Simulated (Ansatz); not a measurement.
# HfCH₃+ (quintet): the correlation ladder, def2-SVP

The task here is to estimate one member of a computed series from the others.

Computed with Ansatz 0.2.0, Gaussian basis. Level: def2-SVP, core rule «outside noble gas», up to 5 orbitals frozen.

To be run: UHF; CCSD(T) on ROHF; CCSD(T) on UHF; CISD; CCSDT(Q) on ROHF; CCSDT(Q) on UHF.

20 further runs of the same task are left out: 6 that didn't finish, 14 set aside as unsound or not needed.

**The system**

The geometry is a PBE0/def2-TZVP stationary point (not a proven minimum). No spin-orbit coupling is included. Elements past krypton take def2 core potentials.

5 atoms, charge 1, spin multiplicity 5.

Atoms are counted from 1 here; the program's logs count them from 0.

Bond lengths: Hf1–C2 2.568 Å, C2–H3 1.089 Å, C2–H4 1.089 Å, C2–H5 1.089 Å. Angles: Hf1–C2–H3 96.7°, Hf1–C2–H4 96.7°, Hf1–C2–H5 96.7°, H3–C2–H4 118.7°, H3–C2–H5 118.7°, H4–C2–H5 118.7°.

Set-up of the first run:

in.yaml

```yaml
crystal:
  periodic: [false, false, false]
  atoms:
    - {symbol: Hf, position_ang: [-0.201276, -0.009575, 0.000108]}
    - {symbol: C, position_ang: [2.364017, 0.112457, -0.001273]}
    - {symbol: H, position_ang: [2.542367, -0.961543, 0.000607]}
    - {symbol: H, position_ang: [2.465721, 0.660227, 0.934085]}
    - {symbol: H, position_ang: [2.464875, 0.656809, -0.938715]}
basis:
  gaussian: {orbitals: def2-SVP}
total_charge: 1
magnetization: {spin_polarized: true, initial_magnetization: 4}
hamiltonian: {xc: hf}
output: {orbitals: {seedname: orbitals}}
```

On the command line:

```console
$ ansatz run in.yaml --threads 1 --pin off --events-out ev --progress --plain --max-ram 2393MiB
```

Steps of the session up to this table: UHF; CCSD(T) on ROHF; CCSD(T) on UHF; CISD; CCSDT(Q) on ROHF; CCSDT(Q) on UHF.

One of the session's tables, all rows but one given; the rest of the session is left out.

It belongs to the step «Misses and costs». 

| method | from RCCSDT(Q) (meV) |
| --- | --- |
| ROHF | +4763.1 |
| UHF | +4570.4 |
| RMP2 | +802.5 |
| UMP2 | +710.8 |
| CISD | +322.6 |
| RCCSD | +111.8 |
| UCCSD | +18.0 |
| RCCSD(T) | +20.3 |
| UCCSD(T) | -71.9 |
| RCCSDT | +3.5 |
| UCCSDT | ? |
| RCCSDT(Q) | 0 |
| UCCSDT(Q) | -90.1 |

Estimate the missing values for UCCSDT.

The run gave: from RCCSDT(Q) (meV): -86.8. In the column «from RCCSDT(Q) (meV)» it lies between UCCSDT(Q) (-90.1) and UCCSD(T) (-71.9).

Limits of these values: Restricted and unrestricted rows rest on different reference determinants; where their highest levels disagree by more than a few hundredths of an eV, they describe different states and don't form one ladder.
